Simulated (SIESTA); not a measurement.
The system is Sn3Te.

```
CELL_PARAMETERS angstrom
4.86562 0.00000 0.00000
0.00000 4.86562 0.00000
0.00000 0.00000 4.86562
ATOMIC_POSITIONS crystal
Te 0.00000 0.00000 0.00000
Sn 0.00000 0.50000 0.50000
Sn 0.50000 0.00000 0.50000
Sn 0.50000 0.50000 0.00000
```

The cell comes from a database or a generator and needn't be the stable form of this composition.

Program: SIESTA 5.4.2. Alike in all runs: task band structure; level PBEsol; no spin polarisation; cell as given; k mesh 6 × 6 × 6; smearing fermi-dirac 0.05 eV; grid cutoff 500 Ry; energy shift 0.003 Ry.

**Question.** Order these runs on this cell by their pressure, lowest first.
A. potentials or basis PseudoDojo 0.4 standard (PBEsol files), TZP (energy shift 0.003 Ry; two zetas on semicore shells)
B. potentials or basis PseudoDojo 0.4 standard (PBEsol files), SZ (energy shift 0.003 Ry)
C. potentials or basis PseudoDojo 0.4 standard (PBEsol files), DZ (energy shift 0.003 Ry; two zetas on semicore shells)

**Answer.** A (-1.7 GPa), C (0.0 GPa), B (4.7 GPa).

Caveats: the basis of atomic orbitals isn't converged, which shifts pressures, moduli and gaps; the basis has no polarisation orbitals (some runs).
